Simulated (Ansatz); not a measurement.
# WH₃ (sextet): wB97M-V, B2PLYP over vertical spin and charge gaps, def2-QZVPP

How well do these functionals follow the top wave-function level for WH₃ (sextet) over vertical spin and charge gaps?

Program: Ansatz 0.2.0, Gaussian basis. Level of theory: def2-QZVPP, all electrons in the functionals, frozen cores in the correlation of double hybrids and RPA. These are calculated values, not measurements.

To be run: wB97M-V, B2PLYP, at charge 0, sextet; charge 0, quartet; charge 0, octet; charge 1, quintet; charge 1, septet.

### Step 1. The system

The geometry is a PBE0/def2-TZVP stationary point (not a proven minimum). No spin-orbit coupling is included. Elements past krypton take def2 core potentials.

4 atoms, charge 0, spin multiplicity 6.

Atoms are counted from 1 here; the program's logs count them from 0.

Bond lengths: W1–H2 1.697 Å, W1–H3 1.809 Å, W1–H4 1.809 Å. Angles: H2–W1–H3 90.2°, H2–W1–H4 90.2°, H3–W1–H4 179.6°.

No dispersion term is added; wB97M-V holds VV10 nonlocal correlation.

The geometry shown and the zero of energy belong to the point charge 0, sextet. The yardstick, UCCSD(T), and other wave-function levels (R restricted, U unrestricted, valence and pair active spaces) come from earlier runs.

### Step 2. wB97M-V, charge 0, sextet

in.yaml reads:

```yaml
crystal:
  periodic: [false, false, false]
  atoms:
    - {symbol: W, position_ang: [0.000000, -0.009090, 0.000000]}
    - {symbol: H, position_ang: [0.000000, 1.688316, 0.000000]}
    - {symbol: H, position_ang: [0.000000, -0.015207, 1.808801]}
    - {symbol: H, position_ang: [0.000000, -0.015207, -1.808801]}
basis:
  gaussian: {orbitals: "def2-QZVPP.json"}
magnetization: {spin_polarized: true, initial_magnetization: 5}
hamiltonian: {xc: {name: wB97M-V}}
output: {orbitals: {seedname: orbitals}}
```

The run is started by

```console
$ ansatz run in.yaml --threads 2 --pin off --events-out ev --progress --plain --max-ram 24576MiB --backend cuda --devices 0, --max-vram 18GiB
```

What it wrote, shortened:

```text
Functional definition: wB97M-V
  name "wB97M-V"
  cite "Mardirossian & Head-Gordon, J. Chem. Phys. 144, 214110 (2016) doi:10.1063/1.4952647"
  cite "Becke, J. Chem. Phys. 107, 8554 (1997) doi:10.1063/1.475007"
  cite "Vydrov & Van Voorhis, J. Chem. Phys. 133, 244103 (2010) doi:10.1063/1.3521275"
  # Of w^i u^j: cxij and so on, Table III.
[...]
  gx(w, u) = 1 - cx + cx01*u + cx10*w
  gss(w, u) = css00 + css04*u^4 + css10*w + css20*w^2 + css43*w^4*u^3
  gos(w, u) = cos00 + cos10*w + (cos20 + cos21*u)*w^2 + (cos60 + cos61*u)*w^6
[...]
      + integral(e_c_pw_mod_opposite_spin*gos(b97_w_opposite, b97_u_opposite)) + vv10(b, c)
632 factors; their error is unknown
166 factors; integrals over basis functions are off by at most 3.6e-4 eV
[...]
mean field -1865.30790728 eV, -68.5488012415 hartree, gradient 2.4e-5 eV, S^2 8.766033; 1 other end points of the search recorded, 0 dependent functions left out
reference -1865.30796334 eV, -68.5488033016 hartree; 11, 6 occupied and 160, 165 virtual orbitals, 632 factors
Total energy: -1865.30796334 eV, -68.5488033016 hartree
```

Wall time 17 s (1 × H100 (card shared with other runs) with 2 threads of AMD EPYC 7R13, shared host); peak host memory 0.94 GiB.

From the report: ⟨S²⟩ of the determinant 8.766 (pure sextet: 8.75).

### Step 3. wB97M-V, charge 0, quartet

in.yaml: that of step 2 with these lines changed.

```diff
@@ -9,3 +9,3 @@
   gaussian: {orbitals: "def2-QZVPP.json"}
-magnetization: {spin_polarized: true, initial_magnetization: 5}
+magnetization: {spin_polarized: true, initial_magnetization: 3}
 hamiltonian: {xc: {name: wB97M-V}}
```

Launched as before.

What it wrote, shortened:

```text
Functional definition: wB97M-V
  name "wB97M-V"
  cite "Mardirossian & Head-Gordon, J. Chem. Phys. 144, 214110 (2016) doi:10.1063/1.4952647"
  cite "Becke, J. Chem. Phys. 107, 8554 (1997) doi:10.1063/1.475007"
  cite "Vydrov & Van Voorhis, J. Chem. Phys. 133, 244103 (2010) doi:10.1063/1.3521275"
  # Of w^i u^j: cxij and so on, Table III.
[...]
  gx(w, u) = 1 - cx + cx01*u + cx10*w
  gss(w, u) = css00 + css04*u^4 + css10*w + css20*w^2 + css43*w^4*u^3
  gos(w, u) = cos00 + cos10*w + (cos20 + cos21*u)*w^2 + (cos60 + cos61*u)*w^6
[...]
      + integral(e_c_pw_mod_opposite_spin*gos(b97_w_opposite, b97_u_opposite)) + vv10(b, c)
632 factors; their error is unknown
166 factors; integrals over basis functions are off by at most 3.6e-4 eV
[...]
mean field -1866.66744483 eV, -68.5987633247 hartree, gradient 3.5e-6 eV, S^2 3.761863; 7 other end points of the search recorded, 0 dependent functions left out
reference -1866.66749856 eV, -68.5987652994 hartree; 10, 7 occupied and 161, 164 virtual orbitals, 632 factors
Total energy: -1866.66749856 eV, -68.5987652994 hartree
```

Wall time 42 s (1 × H100 (card shared with other runs) with 2 threads of AMD EPYC 7R13, shared host); peak host memory 0.95 GiB.

From the report: ⟨S²⟩ of the determinant 3.762 (pure quartet: 3.75).

From charge 0, sextet: -31.4 kcal/mol.

### Step 4. wB97M-V, charge 0, octet

in.yaml: that of step 3 with these lines changed.

```diff
@@ -9,3 +9,3 @@
   gaussian: {orbitals: "def2-QZVPP.json"}
-magnetization: {spin_polarized: true, initial_magnetization: 3}
+magnetization: {spin_polarized: true, initial_magnetization: 7}
 hamiltonian: {xc: {name: wB97M-V}}
```

The command is unchanged.

What it wrote, shortened:

```text
Functional definition: wB97M-V
  name "wB97M-V"
  cite "Mardirossian & Head-Gordon, J. Chem. Phys. 144, 214110 (2016) doi:10.1063/1.4952647"
  cite "Becke, J. Chem. Phys. 107, 8554 (1997) doi:10.1063/1.475007"
  cite "Vydrov & Van Voorhis, J. Chem. Phys. 133, 244103 (2010) doi:10.1063/1.3521275"
  # Of w^i u^j: cxij and so on, Table III.
[...]
  gx(w, u) = 1 - cx + cx01*u + cx10*w
  gss(w, u) = css00 + css04*u^4 + css10*w + css20*w^2 + css43*w^4*u^3
  gos(w, u) = cos00 + cos10*w + (cos20 + cos21*u)*w^2 + (cos60 + cos61*u)*w^6
[...]
      + integral(e_c_pw_mod_opposite_spin*gos(b97_w_opposite, b97_u_opposite)) + vv10(b, c)
632 factors; their error is unknown
166 factors; integrals over basis functions are off by at most 3.6e-4 eV
[...]
mean field -1861.08970975 eV, -68.3937853413 hartree, gradient 6.7e-5 eV, S^2 15.759138; 3 other end points of the search recorded, 0 dependent functions left out
reference -1861.08976041 eV, -68.3937872032 hartree; 12, 5 occupied and 159, 166 virtual orbitals, 632 factors
Total energy: -1861.08976041 eV, -68.3937872032 hartree
```

It took 14 s on 1 × H100 (card shared with other runs) with 2 threads of AMD EPYC 7R13, shared host; peak host memory 0.93 GiB.

From the report: ⟨S²⟩ of the determinant 15.759 (pure octet: 15.75).

From charge 0, sextet: +97.3 kcal/mol.

### Step 5. wB97M-V, charge 1, quintet

in.yaml: that of step 4 with these lines changed.

```diff
@@ -9,3 +9,4 @@
   gaussian: {orbitals: "def2-QZVPP.json"}
-magnetization: {spin_polarized: true, initial_magnetization: 7}
+total_charge: 1
+magnetization: {spin_polarized: true, initial_magnetization: 4}
 hamiltonian: {xc: {name: wB97M-V}}
```

Launched as before.

What it wrote, shortened:

```text
Functional definition: wB97M-V
  name "wB97M-V"
  cite "Mardirossian & Head-Gordon, J. Chem. Phys. 144, 214110 (2016) doi:10.1063/1.4952647"
  cite "Becke, J. Chem. Phys. 107, 8554 (1997) doi:10.1063/1.475007"
  cite "Vydrov & Van Voorhis, J. Chem. Phys. 133, 244103 (2010) doi:10.1063/1.3521275"
  # Of w^i u^j: cxij and so on, Table III.
[...]
  gx(w, u) = 1 - cx + cx01*u + cx10*w
  gss(w, u) = css00 + css04*u^4 + css10*w + css20*w^2 + css43*w^4*u^3
  gos(w, u) = cos00 + cos10*w + (cos20 + cos21*u)*w^2 + (cos60 + cos61*u)*w^6
[...]
      + integral(e_c_pw_mod_opposite_spin*gos(b97_w_opposite, b97_u_opposite)) + vv10(b, c)
632 factors; their error is unknown
166 factors; integrals over basis functions are off by at most 3.6e-4 eV
[...]
mean field -1857.12221390 eV, -68.2479825580 hartree, gradient 1.9e-6 eV, S^2 6.013403; 6 other end points of the search recorded, 0 dependent functions left out
reference -1857.12226137 eV, -68.2479843025 hartree; 10, 6 occupied and 161, 165 virtual orbitals, 632 factors
Total energy: -1857.12226137 eV, -68.2479843025 hartree
```

It took 21 s on 1 × H100 (card shared with other runs) with 2 threads of AMD EPYC 7R13, shared host; peak host memory 0.94 GiB.

From the report: ⟨S²⟩ of the determinant 6.013 (pure quintet: 6.00).

From charge 0, sextet: +188.8 kcal/mol.

### Step 6. wB97M-V, charge 1, septet

in.yaml: that of step 5 with these lines changed.

```diff
@@ -10,3 +10,3 @@
 total_charge: 1
-magnetization: {spin_polarized: true, initial_magnetization: 4}
+magnetization: {spin_polarized: true, initial_magnetization: 6}
 hamiltonian: {xc: {name: wB97M-V}}
```

Launched as before.

What it wrote, shortened:

```text
Functional definition: wB97M-V
  name "wB97M-V"
  cite "Mardirossian & Head-Gordon, J. Chem. Phys. 144, 214110 (2016) doi:10.1063/1.4952647"
  cite "Becke, J. Chem. Phys. 107, 8554 (1997) doi:10.1063/1.475007"
  cite "Vydrov & Van Voorhis, J. Chem. Phys. 133, 244103 (2010) doi:10.1063/1.3521275"
  # Of w^i u^j: cxij and so on, Table III.
[...]
  gx(w, u) = 1 - cx + cx01*u + cx10*w
  gss(w, u) = css00 + css04*u^4 + css10*w + css20*w^2 + css43*w^4*u^3
  gos(w, u) = cos00 + cos10*w + (cos20 + cos21*u)*w^2 + (cos60 + cos61*u)*w^6
[...]
      + integral(e_c_pw_mod_opposite_spin*gos(b97_w_opposite, b97_u_opposite)) + vv10(b, c)
632 factors; their error is unknown
166 factors; integrals over basis functions are off by at most 3.6e-4 eV
[...]
mean field -1854.94366199 eV, -68.1679222523 hartree, gradient 4.5e-5 eV, S^2 12.009957; 2 other end points of the search recorded, 0 dependent functions left out
reference -1854.94370949 eV, -68.1679239979 hartree; 11, 5 occupied and 160, 166 virtual orbitals, 632 factors
Total energy: -1854.94370949 eV, -68.1679239979 hartree
```

Wall time 14 s (1 × H100 (card shared with other runs) with 2 threads of AMD EPYC 7R13, shared host); peak host memory 0.92 GiB.

From the report: ⟨S²⟩ of the determinant 12.010 (pure septet: 12.00).

From charge 0, sextet: +239.0 kcal/mol.

### Step 7. B2PLYP, charge 0, sextet

in.yaml: that of step 6 with these lines changed.

```diff
@@ -9,5 +9,4 @@
   gaussian: {orbitals: "def2-QZVPP.json"}
-total_charge: 1
-magnetization: {spin_polarized: true, initial_magnetization: 6}
-hamiltonian: {xc: {name: wB97M-V}}
-output: {orbitals: {seedname: orbitals}}
+magnetization: {spin_polarized: true, initial_magnetization: 5}
+hamiltonian: {xc: {name: B2PLYP}}
+correlation: {electrons: outside_noble_gas}
```

Same command.

What it wrote, shortened:

```text
Functional definition: B2PLYP
  name "B2PLYP"
  cite "Grimme, J. Chem. Phys. 124, 034108 (2006) doi:10.1063/1.2148954"
  cite "Becke, Phys. Rev. A 38, 3098 (1988) doi:10.1103/PhysRevA.38.3098"
  cite "Lee, Yang & Parr, Phys. Rev. B 37, 785 (1988) doi:10.1103/PhysRevB.37.785"
[...]
1022 factors; integrals over basis functions are off by at most 9.5e-4 eV
[...]
mean field -1861.25969006 eV, -68.4000320027 hartree, gradient 9.1e-6 eV, S^2 8.775323; 2 other end points of the search recorded, 0 dependent functions left out
4 core orbitals not correlated: weight in the atoms' cores, before any rotation towards them, 0.999 or more for the frozen orbitals, at most 0.001 for the correlated occupied ones
reference -1861.25984039 eV, -68.4000375271 hartree; 7, 2 occupied and 160, 165 virtual orbitals, 1022 factors
second order -6.28805664 eV of doubles, -0.00000000 eV of singles
Total energy: -1862.95761568 eV, -68.4624296184 hartree
```

It took 16 s on 1 × H100 (card shared with other runs) with 2 threads of AMD EPYC 7R13, shared host; peak host memory 0.88 GiB.

From the report: ⟨S²⟩ of the determinant 8.775 (pure sextet: 8.75).

### Step 8. B2PLYP, charge 0, quartet

in.yaml: that of step 7 with these lines changed.

```diff
@@ -9,3 +9,3 @@
   gaussian: {orbitals: "def2-QZVPP.json"}
-magnetization: {spin_polarized: true, initial_magnetization: 5}
+magnetization: {spin_polarized: true, initial_magnetization: 3}
 hamiltonian: {xc: {name: B2PLYP}}
```

The command is unchanged.

What it wrote, shortened:

```text
Functional definition: B2PLYP
  name "B2PLYP"
  cite "Grimme, J. Chem. Phys. 124, 034108 (2006) doi:10.1063/1.2148954"
  cite "Becke, Phys. Rev. A 38, 3098 (1988) doi:10.1103/PhysRevA.38.3098"
  cite "Lee, Yang & Parr, Phys. Rev. B 37, 785 (1988) doi:10.1103/PhysRevB.37.785"
[...]
1022 factors; integrals over basis functions are off by at most 9.5e-4 eV
[...]
mean field -1862.57568754 eV, -68.4483940178 hartree, gradient 3.1e-9 eV, S^2 3.770737; 8 other end points of the search recorded, 0 dependent functions left out
4 core orbitals not correlated: weight in the atoms' cores, before any rotation towards them, 0.999 or more for the frozen orbitals, at most 0.000 for the correlated occupied ones
reference -1862.57583347 eV, -68.4483993809 hartree; 6, 3 occupied and 161, 164 virtual orbitals, 1022 factors
second order -5.73719438 eV of doubles, -0.00000000 eV of singles
Total energy: -1864.12487596 eV, -68.5053256421 hartree
```

Wall time 32 s (1 × H100 (card shared with other runs) with 2 threads of AMD EPYC 7R13, shared host); peak host memory 0.9 GiB.

From the report: ⟨S²⟩ of the determinant 3.771 (pure quartet: 3.75).

From charge 0, sextet: -26.9 kcal/mol.

### Step 9. B2PLYP, charge 0, octet

in.yaml: that of step 8 with these lines changed.

```diff
@@ -9,3 +9,3 @@
   gaussian: {orbitals: "def2-QZVPP.json"}
-magnetization: {spin_polarized: true, initial_magnetization: 3}
+magnetization: {spin_polarized: true, initial_magnetization: 7}
 hamiltonian: {xc: {name: B2PLYP}}
```

Launched as before.

What it wrote, shortened:

```text
Functional definition: B2PLYP
  name "B2PLYP"
  cite "Grimme, J. Chem. Phys. 124, 034108 (2006) doi:10.1063/1.2148954"
  cite "Becke, Phys. Rev. A 38, 3098 (1988) doi:10.1103/PhysRevA.38.3098"
  cite "Lee, Yang & Parr, Phys. Rev. B 37, 785 (1988) doi:10.1103/PhysRevB.37.785"
[...]
1022 factors; integrals over basis functions are off by at most 9.5e-4 eV
[...]
mean field -1857.12198399 eV, -68.2479741092 hartree, gradient 7.2e-6 eV, S^2 15.764932; 4 other end points of the search recorded, 0 dependent functions left out
4 core orbitals not correlated: weight in the atoms' cores, before any rotation towards them, 0.999 or more for the frozen orbitals, at most 0.001 for the correlated occupied ones
reference -1857.12212858 eV, -68.2479794226 hartree; 8, 1 occupied and 159, 166 virtual orbitals, 1022 factors
second order -5.24061057 eV of doubles, -0.00000000 eV of singles
Total energy: -1858.53709343 eV, -68.2999784220 hartree
```

Wall time 12 s (1 × H100 (card shared with other runs) with 2 threads of AMD EPYC 7R13, shared host); peak host memory 0.89 GiB.

From the report: ⟨S²⟩ of the determinant 15.765 (pure octet: 15.75).

From charge 0, sextet: +101.9 kcal/mol.

### Step 10. B2PLYP, charge 1, quintet

in.yaml: that of step 9 with these lines changed.

```diff
@@ -9,3 +9,4 @@
   gaussian: {orbitals: "def2-QZVPP.json"}
-magnetization: {spin_polarized: true, initial_magnetization: 7}
+total_charge: 1
+magnetization: {spin_polarized: true, initial_magnetization: 4}
 hamiltonian: {xc: {name: B2PLYP}}
```

The command is unchanged.

What it wrote, shortened:

```text
Functional definition: B2PLYP
  name "B2PLYP"
  cite "Grimme, J. Chem. Phys. 124, 034108 (2006) doi:10.1063/1.2148954"
  cite "Becke, Phys. Rev. A 38, 3098 (1988) doi:10.1103/PhysRevA.38.3098"
  cite "Lee, Yang & Parr, Phys. Rev. B 37, 785 (1988) doi:10.1103/PhysRevB.37.785"
[...]
1022 factors; integrals over basis functions are off by at most 9.5e-4 eV
[...]
mean field -1853.35596623 eV, -68.1095755091 hartree, gradient 4.0e-6 eV, S^2 6.026305; 8 other end points of the search recorded, 0 dependent functions left out
4 core orbitals not correlated: weight in the atoms' cores, before any rotation towards them, 0.999 or more for the frozen orbitals, at most 0.000 for the correlated occupied ones
reference -1853.35610096 eV, -68.1095804605 hartree; 6, 2 occupied and 161, 165 virtual orbitals, 1022 factors
second order -5.31351582 eV of doubles, -0.00000000 eV of singles
Total energy: -1854.79075023 eV, -68.1623028487 hartree
```

It took 26 s on 1 × H100 (card shared with other runs) with 2 threads of AMD EPYC 7R13, shared host; peak host memory 0.89 GiB.

From the report: ⟨S²⟩ of the determinant 6.026 (pure quintet: 6.00).

From charge 0, sextet: +188.3 kcal/mol.

### Step 11. B2PLYP, charge 1, septet

in.yaml: that of step 10 with these lines changed.

```diff
@@ -10,3 +10,3 @@
 total_charge: 1
-magnetization: {spin_polarized: true, initial_magnetization: 4}
+magnetization: {spin_polarized: true, initial_magnetization: 6}
 hamiltonian: {xc: {name: B2PLYP}}
```

Same command.

What it wrote, shortened:

```text
Functional definition: B2PLYP
  name "B2PLYP"
  cite "Grimme, J. Chem. Phys. 124, 034108 (2006) doi:10.1063/1.2148954"
  cite "Becke, Phys. Rev. A 38, 3098 (1988) doi:10.1103/PhysRevA.38.3098"
  cite "Lee, Yang & Parr, Phys. Rev. B 37, 785 (1988) doi:10.1103/PhysRevB.37.785"
[...]
1022 factors; integrals over basis functions are off by at most 9.5e-4 eV
[...]
mean field -1851.23344599 eV, -68.0315743289 hartree, gradient 3.0e-6 eV, S^2 12.017460; 2 other end points of the search recorded, 0 dependent functions left out
4 core orbitals not correlated: weight in the atoms' cores, before any rotation towards them, 0.999 or more for the frozen orbitals, at most 0.001 for the correlated occupied ones
reference -1851.23357967 eV, -68.0315792417 hartree; 7, 1 occupied and 160, 166 virtual orbitals, 1022 factors
second order -4.47918415 eV of doubles, -0.00000000 eV of singles
Total energy: -1852.44295939 eV, -68.0760231266 hartree
```

It took 11 s on 1 × H100 (card shared with other runs) with 2 threads of AMD EPYC 7R13, shared host; peak host memory 0.88 GiB.

From the report: ⟨S²⟩ of the determinant 12.017 (pure septet: 12.00).

From charge 0, sextet: +242.5 kcal/mol.

### Step 12. Against the wave-function levels

No level is safe as a reference over these points; UCCSD(T) serves as a yardstick only. It comes from earlier runs at the same points. Energies in kcal/mol, counted from charge 0, sextet; blanks weren't run or aren't comparable.

```
   level  sextet to quartet  sextet to octet  ionisation to the quintet cation  ionisation to the septet cation
UCCSD(T)              -27.4             96.4                             189.7                            240.6
 wB97M-V              -31.4             97.3                             188.8                            239.0
  B2PLYP              -26.9            101.9                             188.3                            242.5
```

Largest miss and mean time a point (UCCSD(T) took 65 s a point; shared hosts):

```
  level  largest miss (kcal/mol)              where  time a point
wB97M-V                     -4.0  sextet to quartet          21 s
 B2PLYP                     +5.5    sextet to octet          19 s
```

### Step 13. Summary of results

```
                                  quantity                              value
               sextet to quartet, UCCSD(T)                     -27.4 kcal/mol
                 sextet to octet, UCCSD(T)                      96.4 kcal/mol
ionisation to the quintet cation, UCCSD(T)                     189.7 kcal/mol
 ionisation to the septet cation, UCCSD(T)                     240.6 kcal/mol
                     largest miss, wB97M-V  -4.0 kcal/mol (sextet to quartet)
                      largest miss, B2PLYP    +5.5 kcal/mol (sextet to octet)
```

What this shows: Of the functionals, wB97M-V keep the smallest largest miss at the points compared (at most 4.0 kcal/mol) and B2PLYP strays most (5.5 kcal/mol, at sextet to octet). Functionals and the yardstick converge differently with the basis, so part of each miss in def2-QZVPP is the basis. The yardstick itself may be off where one determinant is a poor start. The program flags that the yardstick's amplitudes may have other solutions at some points.
